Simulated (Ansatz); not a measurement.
SrTl, space group Pm-3m, an all-electron LAPW single point

Run with the Ansatz DFT code, driven from Python.

The script, `lapw_srtl.py`:
```python
# -*- coding: utf-8 -*-
"""All-electron LAPW single point of SrTl."""

import ansatz as az
from ase import Atoms

atoms = Atoms(
    ["Sr", "Tl"],
    scaled_positions=[
        (0.0, 0.0, 0.0),
        (0.5, 0.5, 0.5),
    ],
    cell=[
        (4.032, 0.0, 0.0),
        (0.0, 4.032, 0.0),
        (0.0, 0.0, 4.032),
    ],
    pbc=True,
)
xtal = az.Crystal.from_ase(atoms)

base = (
    xtal.calculation()
    .functional(az.Functional.LDA)
    .occupations(az.OccupationsMethod.GAUSSIAN, width=0.15)  # fractional filling near the Fermi level
    .kpoints(6, 6, 6)
    .pseudopotentials("all_electron", lapw=True)
    .band_table()  # levels at the mesh points
)
done = base.run(threads=1, backend="cpu")
report = done.report

print(f"free energy      {report['free_energy_ev']:.5f} eV")
print(f"per atom         {report['free_energy_ev'] / len(done.lattice.sites):.5f} eV")
print(f"SCF iterations   {report['n_iterations']}  (converged: {report['converged']})")

print("band  energy (eV)  occupation (first spin channel), at k =", report["kpoints_frac"][0])
for band, (e, occ) in enumerate(zip(report["eigenvalues_ev"][0], report["occupations"][0]), start=1):
    print(f"{band:4d} {e:12.4f} {occ:9.4f}")

errors = report["lapw_basis_errors"]
print(f"estimated basis error {1000 * errors['total_ev_per_atom']:.3f} meV/atom, target {1000 * errors['basis_error_target_ev_per_atom']:.3f}")
for sphere in errors["spheres"]:
    print(f"  {sphere['species']:2s} muffin-tin radius {sphere['muffin_tin_radius_ang']:.3f} A, core shells {sphere['core_shells']}")
```

Running `python lapw_srtl.py` prints:
```text
free energy      -636899.25545 eV
per atom         -318449.62773 eV
SCF iterations   10  (converged: True)
band  energy (eV)  occupation (first spin channel), at k = [0.0, 0.0, 0.0]
   1    -238.5173    2.0000
   2    -238.5173    2.0000
   3    -238.5173    2.0000
   4    -114.9620    2.0000
   5    -111.0850    2.0000
   6    -111.0850    2.0000
   7    -111.0828    2.0000
   8    -111.0828    2.0000
   9    -111.0828    2.0000
  10     -98.3756    2.0000
  11     -98.3728    2.0000
  12     -98.3728    2.0000
  13     -98.3728    2.0000
  14     -98.3705    2.0000
  15     -98.3705    2.0000
  16     -98.3705    2.0000
  17     -60.0399    2.0000
  18     -60.0399    2.0000
  19     -60.0399    2.0000
  20     -23.9357    2.0000
  21      -5.9110    2.0000
  22      -5.9110    2.0000
  23      -5.9110    2.0000
  24       0.3718    2.0000
  25       0.3718    2.0000
  26       0.4922    2.0000
  27       0.4922    2.0000
  28       0.4922    2.0000
  29       3.8385    2.0000
  30      12.9867    0.0000
  31      12.9867    0.0000
  32      14.6153    0.0000
  33      14.6153    0.0000
  34      14.6153    0.0000
  35      16.0749    0.0000
  36      16.7968    0.0000
  37      16.7968    0.0000
estimated basis error 0.070 meV/atom, target 0.250
  Sr muffin-tin radius 1.645 A, core shells 4
  Tl muffin-tin radius 1.847 A, core shells 9
```

All-electron totals depend on functional, relativistic treatment and basis; only differences at equal settings carry meaning. The computed bands are complete only to about 5.0 eV above the Fermi level. For a metal this k-point mesh is coarse: on a finer one energies can move by several to tens of meV an atom and pressures by half a GPa or more, differences at one mesh by less. The starting cell is as deposited in a crystallographic database; the results hold for this polymorph, which needn't be the stable one. Gaps and levels are Kohn-Sham values on a finite set of k-points, without spin-orbit coupling. Finished in 9.8 s on 1 thread of Arm Neoverse V1 (shared host), peak memory 0.36 GiB.
